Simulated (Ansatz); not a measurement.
GaSn:

```
Ga Sn
1.0
     0.00000    2.90288    3.09822
     2.72925    0.00000    3.09822
     2.72925    2.90288    0.00000
Ga Sn
1 1
Direct
  0.50000 0.50000 0.50000
  0.00000 0.00000 0.00000
```

The cell was built by a generator and needn't be a form met in nature.

```yaml
Program: Ansatz 0.2.0
Task: relaxation of cell and atoms
Functional: RPBE
Potentials_or_basis: Ansatz PAW
Cutoff: "420 eV (not typed: the program's choice for these potentials)"
k_mesh: 8 × 8 × 8
Occupations: fermi-dirac, width 0.05 eV
Spin: no spin polarisation
```

At the start: volume 24.55 Å³/atom.

Task: Where does the relaxation end?

Result: It ends after 7 steps and the volume is 25.29 Å³/atom (+3.0 %); space group Fm-3m (No. 225, to 0.05 Å).

Step by step:
| step | energy change (eV) | largest force (eV/Å) | volume (Å³) |
| --- | --- | --- | --- |
| 1 | 0.0000 | 0.0000 | 49.09 |
| 2 | -0.1100 | 0.0000 | 50.85 |
| 3 | -0.1158 | 0.0000 | 49.77 |
| 4 | -0.1287 | 0.0000 | 50.42 |
| 5 | -0.1288 | 0.0000 | 50.54 |
| 6 | -0.1288 | 0.0000 | 50.59 |
| 7 | -0.1292 | 0.0000 | 50.59 |

Final structure:
```
CELL_PARAMETERS angstrom
0.00000 2.93627 2.93526
2.93469 0.00000 2.93526
2.93469 2.93627 0.00000
ATOMIC_POSITIONS crystal
Ga 0.50000 0.50000 0.50000
Sn 0.00000 0.00000 0.00000
```

Caveat: the plane-wave basis is chosen anew once the cell has moved, so the energies of steps on either side of that aren't comparable; the PAW data sets come from PBE, with cores solved anew for the run's functional, which leaves a small shift of forces and pressure.
